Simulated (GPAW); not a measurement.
BaTiO3, 5 atoms in the cell. It takes space group Pm-3m (No. 221, cubic). Conventional cell: a = 4.006 Å, b = 4.006 Å, c = 4.006 Å, α = 90.00°, β = 90.00°, γ = 90.00°. Ba (site symmetry m-3m) has 12 O at 2.83 Å as nearest neighbours. Ti (site symmetry m-3m) is surrounded by 6 O at 2.00 Å. Around O (site symmetry 4/mmm) lie 2 Ti at 2.00 Å. 

| Property | Result |
| --- | --- |
| Program | GPAW 26.7.0 |
| Task | band structure |
| Functional | PBEsol |
| Potentials or basis | PAW data sets generated in the run's folder for this functional |
| Cutoff | 800 eV |
| Basis | pw |
| k mesh | 7 × 7 × 7 |
| Occupations | fermi-dirac, width 0.05 eV |
| Spin | no spin polarisation |
| Hubbard terms | Ti d U = 1 eV |
| Maxiter | 150 |
| Band path | GXMGRX,MR |
| Band points | 80 |

Potentials or basis: PAW data sets generated in the run's folder for this functional, pw.

Run with:

```bash
$ gpaw-setup -f PBEsol Ba O Ti
$ OMP_NUM_THREADS=1 python run.py
```

Hardware: 1 thread of Intel(R) Xeon(R) 6975P-C (Granite Rapids) (shared host).

Task: Estimate the wall time of this run.

Result: It took 94 s on 1 thread of Intel(R) Xeon(R) 6975P-C (Granite Rapids), on a shared host, peak memory 0.57 GiB. Counts: scf iterations 16, plane waves 3323, bands 36, k points 20.
